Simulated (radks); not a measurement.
# The series with 16 electrons, S to Se¹⁸⁺

The task here is to estimate one member of a computed series from the others.

The numbers are computed with radks (a radial shooting solver on a logarithmic mesh, Libxc functionals) version 1 (scalar-relativistic Kohn-Sham, PBEsol, spin-polarised, spherical densities, point nucleus; open shells are filled with parallel spins first), except any that are marked as measured or tabulated.

## The system

| Quantity | Value |
| --- | --- |
| electrons | 16 |
| ions | S, Cl⁺, Ar²⁺, K³⁺, Ca⁴⁺, Sc⁵⁺, Ti⁶⁺, V⁷⁺, Cr⁸⁺, Mn⁹⁺, Fe¹⁰⁺, Co¹¹⁺, Ni¹²⁺, Cu¹³⁺, Zn¹⁴⁺, Ga¹⁵⁺, Ge¹⁶⁺, As¹⁷⁺, Se¹⁸⁺ |
| configuration | [Ne] 3s2 3p4 |

Outer shells as boxes (Hund's rule):

[Ne] 3s2 3p4
```
[Ne] core
3s [↑↓]
3p [↑↓][↑ ][↑ ]
```

Set-up of the first run:

Input:

```text
Z 16
configuration [Ne] 3s2 3p4
relativity scalar-relativistic
functional pbe_sol,pbe_sol
spin polarised
nucleus point
c 137.035999084
```

Steps of the session up to this table: S.

One table of the session follows, with a row left open; its other results are not shown here.

Sizes of the orbitals, from the radial functions (bohr):

| level | <r> | outermost maximum (interpolated) | 90 % within | nodes |
| --- | --- | --- | --- | --- |
| 2s up | 0.4798 | 0.389 | 0.752 | 1 |
| 2s down | 0.4796 | 0.389 | 0.752 | 1 |
| 2p up | 0.4430 | 0.326 | 0.738 | 0 |
| 2p down | ? | ? | ? | ? |
| 3s up | 1.691 | 1.41 | 2.57 | 2 |
| 3s down | 1.704 | 1.41 | 2.60 | 2 |
| 3p up | 2.043 | 1.60 | 3.23 | 1 |
| 3p down | 2.116 | 1.61 | 3.39 | 1 |

Estimate the missing values for 2p down.

As computed: <r>: 0.4428; outermost maximum (interpolated): 0.326; 90 % within: 0.738; nodes: 0. In the column «<r>» it is the lowest.
